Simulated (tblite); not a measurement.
# GeH8O2Si2: the cost of one run

Programs: tblite 0.8.0 and PySCF 2.14.0. All values are calculated, for the isolated system unless a continuum is named. Atoms count from 0, parts from 1.

## Step 1: The system as given

13 atoms, charge 0, multiplicity 1; geometry: distance geometry start.

## Step 2: Geometry optimisation with GFN2-xTB

Job settings and geometry (Å):

```
{"job": {"kind": "relax", "xc": "GFN2-xTB", "basis": "xTB"}, "charge": 0, "multiplicity": 1}
Si    -1.499703    -0.480677    -0.998391
Si     0.054108    -0.525809     0.602994
Ge    -1.745530     1.677265    -1.790592
O     -1.010111    -1.540560    -2.319819
O     -3.039762    -1.060077    -0.324618
H      1.237214     0.088119     0.100382
H      0.342492    -1.864808     0.965209
H     -0.417760     0.189946     1.745252
H     -0.374076     2.335221    -1.863059
H     -2.607985     2.467976    -0.852303
H     -2.376276     1.630768    -3.135719
H     -0.123866    -1.882559    -2.453986
H     -3.609590    -0.527148     0.271108
```

Method: GFN2-xTB geometry optimisation, gas phase.

On the command line:

```bash
> OMP_NUM_THREADS=1 python cluster_run.py task.json out
```

The driver reads the jobs from task.json and runs them one after another.

Q: Estimate the wall time of this first job on 1 thread of Arm Neoverse N1, shared host.

About 2.6 s.
